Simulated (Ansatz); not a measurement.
# TiH+ (triplet): the correlation ladder, def2-TZVPP

One table from this session's results is given with a row withheld; the runs are named, their logs left out.

Program: Ansatz 0.2.0, Gaussian basis. Level of theory: def2-TZVPP, core rule «outside noble gas», up to 9 orbitals frozen. These are calculated values, not measurements.

To be run: UHF; ROHF; CCSD(T) on UHF.

## What is computed

The geometry is a PBE0/def2-TZVP stationary point (not a proven minimum) of the parent state, kept for this charge and spin.

2 atoms, charge 1, spin multiplicity 3.

Atoms are counted from 1 here; the program's logs count them from 0.

Bond lengths: Ti1–H2 1.754 Å.

Set-up of the first run:

The input, in.yaml:

```yaml
crystal:
  periodic: [false, false, false]
  atoms:
    - {symbol: Ti, position_ang: [0.000000, 0.000000, 0.000000]}
    - {symbol: H, position_ang: [0.000000, 0.000000, 1.753968]}
basis:
  gaussian: {orbitals: def2-TZVPP}
total_charge: 1
magnetization: {spin_polarized: true, initial_magnetization: 2}
hamiltonian: {xc: hf}
output: {orbitals: {seedname: orbitals}}
```

Command:

```bash
> ansatz run in.yaml --threads 1 --pin off --events-out ev --progress --plain --max-ram 2816MiB --backend cpu
```

Steps of the session up to this table: UHF; ROHF; CCSD(T) on UHF.

One table of the session follows, with a row left open; its other results are not shown here.

It belongs to the step «Misses and costs». 

| method | from UCCSD(T) (meV) |
| --- | --- |
| ROHF | +1676.1 |
| UHF | ? |
| UMP2 | +380.5 |
| UCCSD | +30.5 |
| UCCSD(T) | 0 |

Estimate the missing values for UHF.

As computed: from UCCSD(T) (meV): +1539.8. In the column «from UCCSD(T) (meV)» it lies between UMP2 (+380.5) and ROHF (+1676.1).
